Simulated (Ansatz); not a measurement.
# SnSiH5O (SMILES [SiH3][O][SnH2]) at UBLYP/def2-SVPD (core potential)

Aim: the vertical electron affinity of SnSiH5O at UBLYP/def2-SVPD (core potential), from 2 runs. 

Program for the calculation: Ansatz 0.2.0.

34 further runs of the same task are left out: 34 set aside as unsound or not needed.

### Step 1. The system as given

The species is SnSiH5O (8 atoms), meant as a doublet with charge 0. As SMILES, `[SiH3][O][SnH2]`. The shape is that of a PBE0-D4/def2-TZVP optimisation. This is one conformer, not always the lowest.

Bond lengths: Si1–O2 1.631 Å, O2–Sn3 1.970 Å, Si1–H4 1.493 Å, Si1–H5 1.487 Å, Si1–H6 1.489 Å, Sn3–H7 1.723 Å, Sn3–H8 1.730 Å. Angles: Si1–O2–Sn3 136.4°, O2–Si1–H4 111.2°, O2–Si1–H5 109.2°, O2–Si1–H6 111.0°, O2–Sn3–H7 102.4°, O2–Sn3–H8 105.0°, H4–Si1–H5 108.7°, H4–Si1–H6 107.9°, H5–Si1–H6 108.8°, H7–Sn3–H8 112.5°.

### Step 2. A single-point energy at UBLYP/def2-SVPD (core potential)

input.yaml

```yaml
crystal:
  periodic: [false, false, false]
  atoms:
    - {symbol: Si, position_ang: [-0.737900, 1.075100, -0.480800]}
    - {symbol: O, position_ang: [0.586900, 0.306200, 0.078800]}
    - {symbol: Sn, position_ang: [0.956500, -1.332100, 1.108000]}
    - {symbol: H, position_ang: [-1.877900, 0.127700, -0.658800]}
    - {symbol: H, position_ang: [-0.424600, 1.696400, -1.794600]}
    - {symbol: H, position_ang: [-1.173500, 2.142300, 0.461900]}
    - {symbol: H, position_ang: [2.665400, -1.489100, 0.950500]}
    - {symbol: H, position_ang: [0.097400, -2.583700, 0.279200]}
basis:
  gaussian:
    orbitals: def2-SVPD
total_charge: 0
magnetization:
  spin_polarized: true
  initial_magnetization: 1
hamiltonian:
  xc: {name: BLYP}
accuracy: high
output: {orbitals: {seedname: orbitals}}
```

Command:

```sh
$ ansatz run input.yaml --threads 1 --pin off --max-ram 3480MiB --events-out events.jsonl --progress --plain --runs-dir runs
```

Standard output:

```text
Warning: RAYON_NUM_THREADS=1 ignored (pool sized by the plan → 1); use --threads N
Functional definition: BLYP
  name "BLYP"
  parameter beta = 0.0042
  parameter a = 0.04918
  parameter b = 0.132
  parameter c = 0.2533
  parameter d = 0.349
  exchange = b88_x(beta = beta)
  correlation = lyp_c(a = a, b = b, c = c, d = d)
2534 factors; integrals over basis functions are off by at most 3.5e-9 eV
mean field evaluation 1: about -15821.9625 eV, gradient 4.9e1 eV
mean field evaluation 2: about -15685.5036 eV, gradient 1.4e2 eV
mean field evaluation 4: about -15830.6278 eV, gradient 8.4e0 eV
mean field evaluation 8: about -15831.1710 eV, gradient 5.7e-1 eV
mean field evaluation 16: about -15831.1725 eV, gradient 2.5e-4 eV
mean field -15831.17245442 eV, -581.7848569457 hartree, gradient 1.7e-8 eV, S^2 0.751380; 0 other end points of the search recorded, 0 dependent functions left out
reference -15831.17251591 eV, -581.7848592056 hartree; 25, 24 occupied and 94, 95 virtual orbitals, 2534 factors
Total energy: -15831.17251591 eV, -581.7848592056 hartree
```

Wall time 21 s (1 thread of Arm Neoverse V1, shared host); peak memory 0.45 GiB.

### Step 3. The singlet anion, same level

input.yaml

```yaml
basis:
  gaussian: {orbitals: def2-SVPD}
crystal:
  periodic: [false, false, false]
  atoms:
    - symbol: Si
      position_ang: [-0.737900, 1.075100, -0.480800]
    - symbol: O
      position_ang: [0.586900, 0.306200, 0.078800]
    - symbol: Sn
      position_ang: [0.956500, -1.332100, 1.108000]
    - symbol: H
      position_ang: [-1.877900, 0.127700, -0.658800]
    - symbol: H
      position_ang: [-0.424600, 1.696400, -1.794600]
    - symbol: H
      position_ang: [-1.173500, 2.142300, 0.461900]
    - symbol: H
      position_ang: [2.665400, -1.489100, 0.950500]
    - symbol: H
      position_ang: [0.097400, -2.583700, 0.279200]
total_charge: -1
hamiltonian: {xc: {name: BLYP}}
accuracy: high
output: {orbitals: {seedname: orbitals}}
```

Command:

```sh
$ ansatz run input.yaml --threads 1 --pin off --max-ram 3480MiB --events-out events.jsonl --progress --plain --runs-dir runs
```

Standard output:

```text
Warning: RAYON_NUM_THREADS=1 ignored (pool sized by the plan → 1); use --threads N
Functional definition: BLYP
  name "BLYP"
  parameter beta = 0.0042
  parameter a = 0.04918
  parameter b = 0.132
  parameter c = 0.2533
  parameter d = 0.349
  exchange = b88_x(beta = beta)
  correlation = lyp_c(a = a, b = b, c = c, d = d)
2537 factors; integrals over basis functions are off by at most 3.5e-9 eV
mean field evaluation 1: about -15830.2562 eV, gradient 3.0e1 eV
mean field evaluation 2: about -15827.6729 eV, gradient 5.0e1 eV
mean field evaluation 4: about -15832.6494 eV, gradient 3.0e0 eV
mean field evaluation 8: about -15832.6812 eV, gradient 1.8e-1 eV
mean field evaluation 16: about -15832.6814 eV, gradient 2.4e-5 eV
mean field -15832.68136862 eV, -581.8403085200 hartree, gradient 4.6e-8 eV, S^2 0.000000; 0 other end points of the search recorded, 0 dependent functions left out
reference -15832.68142790 eV, -581.8403106983 hartree; 25, 25 occupied and 94, 94 virtual orbitals, 2537 factors
Total energy: -15832.68142790 eV, -581.8403106983 hartree
```

It took 13 s on 1 thread of Arm Neoverse V1, shared host; peak memory 0.37 GiB.

### Step 4. Summary of results

At UBLYP/def2-SVPD (core potential):

| quantity | value |
| --- | --- |
| doublet SnSiH5O: total energy | -581.78486 Eh |
| doublet SnSiH5O: HOMO energy (highest over α and β) | -5.17 eV |
| doublet SnSiH5O: LUMO energy (lowest over α and β) | -4.31 eV |
| doublet SnSiH5O: ⟨S²⟩ | 0.751 |
| singlet anion: total energy | -581.84031 Eh |
| singlet anion: HOMO energy | 1.25 eV |
| singlet anion: LUMO energy | 3.23 eV |
| singlet anion: HOMO–LUMO gap (to an unbound level, set by the basis) | 1.98 eV |
| vertical electron affinity (to the singlet anion) | 1.509 eV |

In words: At fixed nuclei the extra electron is bound by 1.51 eV (35 kcal/mol). The HOMO (singlet anion) lies at positive energy, 1.25 eV, as semi-local functionals often give for anions; only total energies tell whether the electron is bound.
